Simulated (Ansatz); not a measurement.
# Sn3Se under changes of volume

One of the cells (26.656 Å³/atom); the others are scaled copies at fixed shape and fractional positions:

```
Sn Se
1.0
     4.74188    0.00000    0.00000
     0.00000    4.74188    0.00000
     0.00000    0.00000    4.74188
Sn Se
3 1
Direct
  0.50000 0.50000 0.00000
  0.50000 0.00000 0.50000
  0.00000 0.50000 0.50000
  0.00000 0.00000 0.00000
```

The cell comes from a database or a generator and needn't be the stable form of this composition.

* Program: Ansatz 0.2.0
* Functional: LDA
* Potentials or basis: all-electron LAPW, scalar-relativistic
* Cutoff: 148 eV (chosen from the basis error)
* Basis error allowed: 0.002 eV/atom
* k mesh: 6 × 6 × 6
* Occupations: fermi-dirac, width 0.05 eV
* Spin: no spin polarisation

| volume (Å³/atom) | energy over the lowest point (meV/atom) | pressure (GPa) |
| --- | --- | --- |
| 25.056 | 0.00 | -1.0 |
| 25.590 | 5.04 | -2.1 |
| 26.123 | 13.57 | -3.0 |
| 26.656 | 25.18 | -3.9 |
| 27.189 | 39.54 | -4.7 |
| 27.722 | 56.34 | -5.4 |
| 28.255 | ? | ? |

Q: What does the run at 28.255 Å³/atom give?

A: Energy over the lowest point 75.27 meV/atom; pressure -6.0 GPa.

Worked out: A Birch-Murnaghan fit of order 3 (a polynomial in V^(-2/3)) to the other rows has its minimum at 24.65 Å³/atom, just outside them, with B0 = V·E''(V) = 60 GPa and B' = 4.5. It gives 75.30 meV/atom at 28.255 Å³/atom, against the run's 75.27, and -dE/dV = -6.0 GPa, against -6.0.

Energies are extrapolated to zero smearing.
